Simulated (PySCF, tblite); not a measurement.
**C₄H₄FO₂−: infrared bands, NMR shifts and spin-spin couplings**

Wanted: the infrared bands, NMR shifts and spin-spin couplings of C₄H₄FO₂− (`O=C([O-])[C@@H]1C[C@@H]1F`), by calculation.

The runs use tblite 0.8.0 and PySCF 2.14.0, with density-fitted response routines of our own; the level of theory stands in each step. All values are computed, except where a source is named. Atoms count from 0, in the outputs and in this text.

### Step 1. The molecule as given

11 atoms, charge -1, multiplicity 1; geometry from: GFN2-xTB.

Bonds of the start (Å): O0–C1 1.23, C1–O2 1.23, C1–C3 1.59, C3–C4 1.50, C4–C5 1.49, C5–F6 1.37, C5–C3 1.49, C3–H7 1.09, C4–H8 1.08, C4–H9 1.08, C5–H10 1.09.

### Step 2. Infrared spectrum with GFN2-xTB

What the job is given:

```
{"job": {"kind": "ir", "xc": "GFN2-xTB", "basis": "xTB"}, "charge": -1, "multiplicity": 1}
O      0.525071    -2.112565     0.437305
C      1.227056    -1.123009     0.225610
O      2.443377    -1.023526     0.039127
C      0.469020     0.277730     0.234619
C     -1.003338     0.308426     0.534595
C     -0.505739     0.661729    -0.824414
F     -0.797462    -0.166868    -1.881948
H      1.099733     1.082489     0.599540
H     -1.443003    -0.673849     0.641975
H     -1.444200     1.082822     1.150900
H     -0.565092     1.689290    -1.183273
```

**Question.** This job is followed by: GIAO PBE0/pcSseg-1 NMR shielding, non-relativistic, gas phase; B3LYP/pcJ-1 indirect spin-spin coupling, non-relativistic, gas phase. Predict these results of the whole session: strongest single infrared mode (GFN2-xTB); zero-point energy (GFN2-xTB); ¹³C shifts against TMS (PBE0/pcSseg-1); ¹H shifts against TMS (PBE0/pcSseg-1); ¹⁷O shifts against H2O (PBE0/pcSseg-1); ¹⁹F shifts against CFCl3 (PBE0/pcSseg-1); largest coupling of the table (B3LYP/pcJ-1).

As calculated:

| quantity | value |
| --- | --- |
| strongest single infrared mode (GFN2-xTB) | 1813 cm⁻¹, 657 km/mol |
| zero-point energy (GFN2-xTB) | 46.0 kcal/mol |
| ¹³C shifts against TMS (PBE0/pcSseg-1) | 162.4, 76.6, 31.0, 11.4 ppm |
| ¹H shifts against TMS (PBE0/pcSseg-1) | 4.26, 1.22, 1.13, -0.08 ppm |
| ¹⁷O shifts against H2O (PBE0/pcSseg-1) | 344.4, 320.3 ppm |
| ¹⁹F shifts against CFCl3 (PBE0/pcSseg-1) | -242.1 ppm |
| largest coupling of the table (B3LYP/pcJ-1) | ¹J(C,F) C5–F6, -282.6 Hz |

No mode is imaginary among the 27: a minimum at this level. The strongest single mode, at 1813 cm⁻¹, moves mainly C1. GFN2-xTB is a fitted tight-binding method: band positions and strengths are rough. Its intensities can rank the bands wrongly. H10 (hydrogen on a three-membered-ring carbon bearing a halogen) lies farthest downfield among hydrogen, at 4.26 ppm; its carbon carries F, an electronegative neighbour. At PBE0/pcSseg-1: Shielding is most anisotropic at O0 (span 472 ppm, paramagnetic term -391 ppm). In the run at B3LYP/pcJ-1, the largest coupling of the table is C5–F6, -282.6 Hz, of which the Fermi-contact term gives -324.3 Hz. Couplings across rotatable bonds belong to this one conformer; where others are populated, the observed values are averages.
